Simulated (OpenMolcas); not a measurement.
**One shape, several levels: CH3BO2 (SMILES BC(=O)O)**

We compute a comparison of 5 runs (B3LYP/6-31G*, PBE0/def2-SVP, r2SCAN/def2-SVPD, ACPF/cc-pVDZ, CCSD(T)/3-21G) of CH3BO2. 

The results are computed with OpenMolcas 26.06.

10 further runs of the same task are left out: 10 set aside as unsound or not needed.

### 1 The system as given

CH3BO2 has 7 atoms, charge 0, and is taken as a singlet. As SMILES, `BC(=O)O`. The shape is that of a GFN2-xTB optimisation. This is one conformer, not always the lowest.

Bond lengths: B1–C2 1.578 Å, C2–O3 1.211 Å, C2–O4 1.343 Å, B1–H5 1.163 Å, B1–H6 1.164 Å, O4–H7 0.973 Å. Angles: B1–C2–O3 121.5°, B1–C2–O4 117.3°, O3–C2–O4 121.2°, C2–B1–H5 118.8°, C2–B1–H6 118.9°, C2–O4–H7 110.3°, H5–B1–H6 122.1°.

### 2 Energy and gradient at B3LYP/6-31G(d) (spherical functions) (run 1)

Contents of calc.input:

```
&GATEWAY
  BasLib
  $CurrDir
  Coord
  7
  angstrom
  B       -0.617270       0.962230      -0.177710
  C        0.029160      -0.458390       0.052330
  O       -0.643300      -1.465270       0.069190
  O        1.359810      -0.507830       0.225340
  H       -0.748850       1.348550      -1.266800
  H       -1.028050       1.548670       0.739460
  H        1.648510      -1.427960       0.358190
  Basis
  6-31Gs
  Group
  NoSym

&SEWARD
  GridInput
  Grid=UltraFine
  End of Grid

&SCF
  KSDFT
  B3LYP
  Thresholds
  1e-10 1e-07 1e-07 1e-05
  PrOrbitals
  1 1

&ALASKA
```

The basis set 6-31G* is read from a file made from the Basis Set Exchange's data (not shown).

The run is started by

```console
$ export MOLCAS_MEM=1860
$ pymolcas calc.input > calc.log
```

Log:

```text
--- Start Module: gateway ---
[...]
--- Stop Module: gateway /rc=_RC_ALL_IS_WELL_ ---
[...]
      Basis functions           62
[...]
--- Start Module: scf ---
[...]
       Convergence after  15 Iterations
[...]
::    Total KS-DFT energy                            -215.1825686927
[...]
      Total spin, S                                     0.0000000000
[...]
      Total electronic charge=   30.000000
      Total            charge=   -0.000000
[...]
      Dipole Moment (debye):
      Origin of the operator (angstrom)=    0.0842   -0.4306    0.0554
                   X=  1.1888E+00               Y=  6.9427E-01               Z=  8.4577E-02           Total=  1.3793E+00
      Quadrupole Moment (debye*angstrom):
[...]
 *              Molecular gradients               *
 **************************************************
  Irreducible representation: a
 ------------------------------------------------------------------------------------------
                              X                       Y                       Z
 ------------------------------------------------------------------------------------------
  B1               -5.80531355268787E-03    1.59302210092029E-02   -2.64315383658431E-03
  C2               -8.87746720385640E-03    9.74247073447287E-04   -1.12107620474011E-03
  O3                1.53413095052031E-02    5.89359680217783E-03    1.30316175429107E-03
  O4               -1.20144286641075E-02   -1.52685696542640E-02   -8.55911873061110E-05
  H5                2.03686676540094E-03   -5.49058442529016E-03    1.32991715357127E-02
  H6                5.21197882983304E-03   -7.72157280822383E-03   -1.07252072929938E-02
  H7                4.10705432022063E-03    5.68266200305168E-03   -2.73047683754246E-05
 ------------------------------------------------------------------------------------------
[...]
```

It took 17 s on 1 thread of Arm Neoverse V2, shared host; peak memory 0.4 GiB.

### 3 Energy and gradient at PBE0/def2-SVP (run 2)

Contents of coord.xyz:

```xyz
7

B     -0.617270     0.962230    -0.177710
C      0.029160    -0.458390     0.052330
O     -0.643300    -1.465270     0.069190
O      1.359810    -0.507830     0.225340
H     -0.748850     1.348550    -1.266800
H     -1.028050     1.548670     0.739460
H      1.648510    -1.427960     0.358190
```

Contents of test.inp:

```
>>> EXPORT MOLCAS_PRINT=2

&GATEWAY
 BasLib
 $CurrDir
 Coord
 coord.xyz
 Basis
 def2-SVP
 Group
 NoSym

&SEWARD
 GridInput
 Grid=UltraFine
 End of Grid

&SCF
 KSDFT
 PBE0
 Thresholds
 1e-10 1e-07 1e-07 1e-05
 PrOrbitals
 1 2

&ALASKA
```

The basis set def2-SVP is read from a file made from the Basis Set Exchange's data (not shown).

The run is started by

```console
$ export MOLCAS_MEM=1860
$ pymolcas test.inp > test.log
```

Log:

```text
--- Start Module: gateway ---
[...]
--- Stop Module: gateway /rc=_RC_ALL_IS_WELL_ ---
[...]
      Basis functions           71
[...]
--- Start Module: scf ---
[...]
       Convergence after  14 Iterations
[...]
::    Total KS-DFT energy                            -214.7808806300
[...]
      Total spin, S                                     0.0000000000
[...]
      Total electronic charge=   30.000000
      Total            charge=   -0.000000
[...]
      Dipole Moment (debye):
      Origin of the operator (angstrom)=    0.0842   -0.4306    0.0554
                   X=  1.2552E+00               Y=  7.5252E-01               Z=  8.7277E-02           Total=  1.4661E+00
      Quadrupole Moment (debye*angstrom):
[...]
 *              Molecular gradients               *
 **************************************************
  Irreducible representation: a
 ------------------------------------------------------------------------------------------
                              X                       Y                       Z
 ------------------------------------------------------------------------------------------
  B1               -8.53426508202082E-03    2.08496064563874E-02   -3.52762568676912E-03
  C2               -1.20432147909056E-02    1.63511187892080E-02   -3.06290191014946E-03
  O3                5.18524534990483E-03   -8.84793475199430E-03    1.51114617652900E-03
  O4               -1.44879886123661E-04   -9.92856715459389E-03    8.50751283238305E-04
  H5                2.43572508278511E-03   -7.37229848206500E-03    1.97295190531235E-02
  H6                7.27816552108607E-03   -1.08070991871023E-02   -1.63080823155570E-02
  H7                5.82322380529599E-03   -2.44825669838633E-04    8.07193399579909E-04
 ------------------------------------------------------------------------------------------
[...]
```

It took 19 s on 1 thread of Arm Neoverse V2, shared host; peak memory 0.42 GiB.

### 4 Energy and gradient at r2SCAN/def2-SVPD (run 3)

Contents of input.xyz:

```xyz
7

B     -0.617270     0.962230    -0.177710
C      0.029160    -0.458390     0.052330
O     -0.643300    -1.465270     0.069190
O      1.359810    -0.507830     0.225340
H     -0.748850     1.348550    -1.266800
H     -1.028050     1.548670     0.739460
H      1.648510    -1.427960     0.358190
```

Contents of run.input:

```
* CH3BO2 Kohn-Sham DFT
>>> EXPORT MOLCAS_PRINT=2

&GATEWAY
  BasLib
  $CurrDir
  Coord
  input.xyz
  Basis
  def2-SVPD
  Group
  NoSym

&SEWARD
  GridInput
  Grid=UltraFine
  End of Grid

&SCF
  KSDFT
  2
  1.0 MGGA_X_R2SCAN
  1.0 MGGA_C_R2SCAN
  Thresholds
  1e-10 1e-07 1e-07 1e-05
  PrOrbitals
  1

&ALASKA
```

The basis set def2-SVPD is read from a file made from the Basis Set Exchange's data (not shown).

The run is started by

```console
$ export MOLCAS_MEM=1860
$ pymolcas run.input > run.log
```

Log:

```text
--- Start Module: gateway ---
[...]
--- Stop Module: gateway /rc=_RC_ALL_IS_WELL_ ---
[...]
      Basis functions          110
[...]
--- Start Module: scf ---
[...]
       Convergence after  16 Iterations
[...]
::    Total KS-DFT energy                            -214.9236432782
[...]
      Total spin, S                                     0.0000000000
[...]
      Total electronic charge=   30.000000
      Total            charge=   -0.000000
[...]
      Dipole Moment (debye):
      Origin of the operator (angstrom)=    0.0842   -0.4306    0.0554
                   X=  1.2514E+00               Y=  9.0025E-01               Z=  7.0921E-02           Total=  1.5432E+00
      Quadrupole Moment (debye*angstrom):
[...]
 *              Molecular gradients               *
 **************************************************
  Irreducible representation: a
 ------------------------------------------------------------------------------------------
                              X                       Y                       Z
 ------------------------------------------------------------------------------------------
  B1               -7.61978644566819E-03    2.03597321746489E-02   -3.36312980345244E-03
  C2               -9.29447908275671E-03    5.75283643645896E-04   -1.11985778645374E-03
  O3                1.25332422736140E-02    3.00185870382208E-03    1.25981618498805E-03
  O4               -8.12079757862527E-03   -8.83250591050455E-03   -2.64823006433934E-04
  H5                2.20095094147954E-03   -6.61037725087099E-03    1.79638497657129E-02
  H6                6.57586824891632E-03   -9.73836138612327E-03   -1.48536589399026E-02
  H7                3.72500164298151E-03    1.24437002541455E-03    3.77803585534853E-04
 ------------------------------------------------------------------------------------------
[...]
```

Wall time 63 s (1 thread of Arm Neoverse V2, shared host); peak memory 0.65 GiB.

Run 4 isn't shown in full; the table further down has it.

### 5 The energy at CCSD(T)/3-21G (run 5)

Contents of struct.xyz:

```xyz
7

B     -0.617270     0.962230    -0.177710
C      0.029160    -0.458390     0.052330
O     -0.643300    -1.465270     0.069190
O      1.359810    -0.507830     0.225340
H     -0.748850     1.348550    -1.266800
H     -1.028050     1.548670     0.739460
H      1.648510    -1.427960     0.358190
```

Contents of calc.inp:

```
>>> EXPORT MOLCAS_PRINT=2
&GATEWAY
BasLib=$CurrDir
Coord=struct.xyz
Basis=3-21G
Group=NoSym
&SEWARD
&SCF
Thresholds=1e-10 1e-07 1e-07 1e-05
PrOrbitals=1 1
&RASSCF
FileOrb=$Project.ScfOrb
Spin=1
Nactel=0 0 0
Inactive=15
Ras2=0
OutOrbitals=Canonical
OrbListing=Few
&MOTRA
JobIph
Frozen=4
&CCSDT
CCT
Triples=2
Iterations=80
Accuracy=1e-08
Extrapolation=5 4
```

The basis set 3-21G is read from a file made from the Basis Set Exchange's data (not shown).

The run is started by

```console
$ export MOLCAS_MEM=1860
$ pymolcas calc.inp > calc.log
```

Log:

```text
--- Start Module: gateway ---
[...]
--- Stop Module: gateway /rc=_RC_ALL_IS_WELL_ ---
[...]
      Basis functions           42
[...]
       Convergence after  14 Iterations
[...]
::    Total SCF energy                               -212.8035906443
[...]
      Total spin, S                                     0.0000000000
[...]
      Number of active orbitals                  0
[...]
      Spin quantum number                      0.0
[...]
      Active orbitals                            0
[...]
      Number of CSFs                             1
[...]
      Number of root(s) required                 1
[...]
      Convergence after  4 iterations
[...]
      Natural orbitals and occupation numbers for root  1
      ************************************************************************************************************************
      *                                                    Final results                                                     *
      ************************************************************************************************************************
[...]
::    RASSCF root number  1 Total energy:   -212.80359064
[...]
      Total electronic charge=   30.000000
      Total            charge=   -0.000000
[...]
      Dipole Moment (debye):
      Origin of the operator (angstrom)=    0.0842   -0.4306    0.0554
                   X=  9.8970E-01               Y=  1.0800E+00               Z=  2.1569E-02           Total=  1.4650E+00
      Quadrupole Moment (debye*angstrom):
[...]
--- Start Module: motra ---
[...]
--- Stop Module: motra /rc=_RC_ALL_IS_WELL_ ---
--- Start Module: ccsdt ---
[...]
      Convergence after                    20  Iterations
      Total energy (diff) :    -213.19435255       0.00000001
[...]
 METHOD                       : CCSD+T(CCSD)+<T3(1)WT1> = CCSD(T)
[...]
       CCSD     =      -213.1943525488612
[...]
```

It took 5.7 s on 1 thread of Arm Neoverse V2, shared host; peak memory 0.37 GiB.

### 6 Overview of the runs

| run | level | task | integration grid | energy (Eh) | dipole moment (D) of the reference | HOMO energy (eV) | LUMO energy (eV) | wall time |
| --- | --- | --- | --- | --- | --- | --- | --- | --- |
| 1 | B3LYP/6-31G* (spherical functions) | gradient | UltraFine | -215.182569 | 1.38 | -7.53 | -2.04 | 17 s |
| 2 | PBE0/def2-SVP | gradient | UltraFine | -214.780881 | 1.47 | -7.99 | -2.08 | 19 s |
| 3 | r2SCAN/def2-SVPD | gradient | UltraFine | -214.923643 | 1.54 | -7.06 | -2.87 | 63 s |
| 4 | ACPF/cc-pVDZ | energy | – | -214.631945 | 1.75 | -11.89 | 1.68 | 13 s |
| 5 | CCSD(T)/3-21G | energy | – | -213.207055 | 1.47 | -11.78 | 1.81 | 5.7 s |

### 7 Summary of results

| quantity | value |
| --- | --- |
| run 5: total energy | -213.20706 Eh |
| run 5: dipole moment (mean-field density) | 1.47 D |
| run 5: HOMO energy (Hartree–Fock orbitals) | -11.78 eV |
| run 5: LUMO energy (Hartree–Fock orbitals) | 1.81 eV |
| run 5: HOMO–LUMO gap (Hartree–Fock orbitals) | 13.59 eV |
| run 5: correlation energy (4 core orbitals frozen) | -403.5 mEh |
| run 5: (T) correction | -12.70 mEh |

Over runs 1, 2, 3 the dipole moment (its size) runs from 1.38 D (B3LYP/6-31G*) to 1.54 D (r2SCAN/def2-SVPD). The two ends differ in method and basis. Over runs 1, 2, 3 the HOMO–LUMO gap runs from 4.18 eV (r2SCAN/def2-SVPD) to 5.91 eV (PBE0/def2-SVP). Totals of different functionals can't be ranked against each other. All runs together took 2 min, the longest 63 s.
